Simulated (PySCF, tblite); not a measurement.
**C6H6F2N radical: geometry, infrared bands and EPR parameters**

What infrared bands and EPR parameters should C6H6F2N radical (`C[C@@H](F)/C(C#N)=C/[CH]F`) show?

The runs use tblite 0.8.0 and PySCF 2.14.0, with density-fitted response routines of our own; the level of theory stands in each step. All values are computed, except where a source is named. Atoms are numbered from 0 throughout.

## (1) The starting structure

15 atoms, charge 0, multiplicity 2; geometry from: force field or distance geometry start.

Bonds of the start (Å): C0–C1 1.51, C1–F2 1.38, C1–C3 1.51, C3–C4 1.41, C4–N5 1.17, C3–C6 1.35, C6–C7 1.43, C7–F8 1.35, C0–H9 1.09, C0–H10 1.09, C0–H11 1.11, C1–H12 1.10, C6–H13 1.09, C7–H14 1.08.

## (2) Optimising the geometry with GFN2-xTB

Job settings and geometry (Å):

```
{"job": {"kind": "relax", "xc": "GFN2-xTB", "basis": "xTB"}, "charge": 0, "multiplicity": 2}
C     -2.022000    -0.600700    -0.504200
C     -1.167800     0.000100     0.587400
F     -1.066500    -0.943500     1.593900
C      0.208800     0.398200     0.098500
C      0.284500     1.548600    -0.713500
N      0.331800     2.491200    -1.398300
C      1.314600    -0.292800     0.457000
C      2.664800    -0.001200     0.076300
F      3.659500    -0.800800     0.507800
H     -2.215900     0.115600    -1.307700
H     -1.568200    -1.496400    -0.928500
H     -3.001200    -0.908800    -0.089800
H     -1.669800     0.866000     1.047500
H      1.221000    -1.168800     1.104200
H      3.022100     0.801400    -0.552500
```

Command:

```
> OMP_NUM_THREADS=1 python probes_run.py task.json out
```

The driver reads the jobs from task.json and runs them one after another.

**Question.** This job is followed by: GFN2-xTB harmonic vibrations, gas phase; UKS B3LYP, pcH-1 on C F H N, non-relativistic, mean-field spin-orbit, GIAO. Predict these results of the whole session: strongest single infrared mode (GFN2-xTB); zero-point energy (GFN2-xTB); g(iso) (B3LYP); ⟨S²⟩; largest a(iso) (averaged by class); potential on the surface of density 0.002 e/bohr³, 1st and 99th percentile.

**Answer**, as computed:

| quantity | value |
| --- | --- |
| strongest single infrared mode (GFN2-xTB) | 1526 cm⁻¹, 190 km/mol |
| zero-point energy (GFN2-xTB) | 65.5 kcal/mol |
| g(iso) (B3LYP) | 2.00339 |
| ⟨S²⟩ | 0.776 (exact 0.75) |
| largest a(iso) (averaged by class) | 19F on F8, 87.2 MHz |
| potential on the surface of density 0.002 e/bohr³, 1st and 99th percentile | -1.50 V and 1.29 V |

What this shows: Over 38 steps the energy fell by 0.206 eV; of the close pairs, C6–C7 changed most, 1.433 to 1.356 Å. All 39 modes are real, so the xTB geometry is a minimum. The strongest single mode, at 1526 cm⁻¹, moves mainly C7 and C6. Unscaled tight-binding wavenumbers are off by several per cent, some by more. Its intensities can rank the bands wrongly. The largest spin populations lie on C3 (0.58 e), C7 (0.49 e). The isotropic g lies 1.1 ppt above the free-electron value.
